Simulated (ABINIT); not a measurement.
SrTiO3: single point with LDA

Crystal: SrTiO3.

```
CELL_PARAMETERS angstrom
3.85227 0.00000 0.00000
0.00000 3.85227 0.00000
0.00000 0.00000 3.85227
ATOMIC_POSITIONS crystal
O 0.50000 0.50000 0.00000
O 0.50000 0.00000 0.50000
O 0.00000 0.50000 0.50000
Sr 0.00000 0.00000 0.00000
Ti 0.50000 0.50000 0.50000
```

The cell was built by a generator and needn't be a form met in nature.

The cell isn't the ideal one: cell relaxed.

```json
{
  "Program": "ABINIT 10.8.3 (patched build)",
  "Task": "single point",
  "Functional": "LDA",
  "Potentials or basis": "PseudoDojo NC SR LDA v0.4.1 standard",
  "Cutoff": "1143 eV",
  "k mesh": "6 × 6 × 6",
  "Occupations": "fermi-dirac, width 0.05 eV",
  "Spin": "no spin polarisation"
}
```

```json
{"Pressure": "0.0 GPa", "Band gap on the k mesh": "1.88 eV, indirect (least direct gap 2.21 eV)", "Valence electrons inside the program's atomic spheres": "O 6.27; Sr 6.73; Ti 9.53"}
```

Levels at points of the mesh, in eV from the valence-band top:
```csv
k point,band 18,band 19,band 20,band 21,band 22,band 23
"(0.00, 0.00, 0.00)",-0.33,-0.33,-0.33,1.88,1.88,1.88
"(0.50, 0.00, 0.00)",-2.15,-0.73,-0.73,2.07,4.01,4.01
"(0.50, 0.50, 0.00)",-1.61,-1.61,-0.10,4.02,4.02,4.49
"(0.50, 0.50, 0.50)",0.00,0.00,0.00,4.76,4.76,4.76
```

It took 2.7 min on 1 thread of Intel(R) Xeon(R) Platinum 8375C CPU @ 2.90GHz (Ice Lake) (shared host), peak memory 0.1 GiB.

A k mesh can miss the band edges.
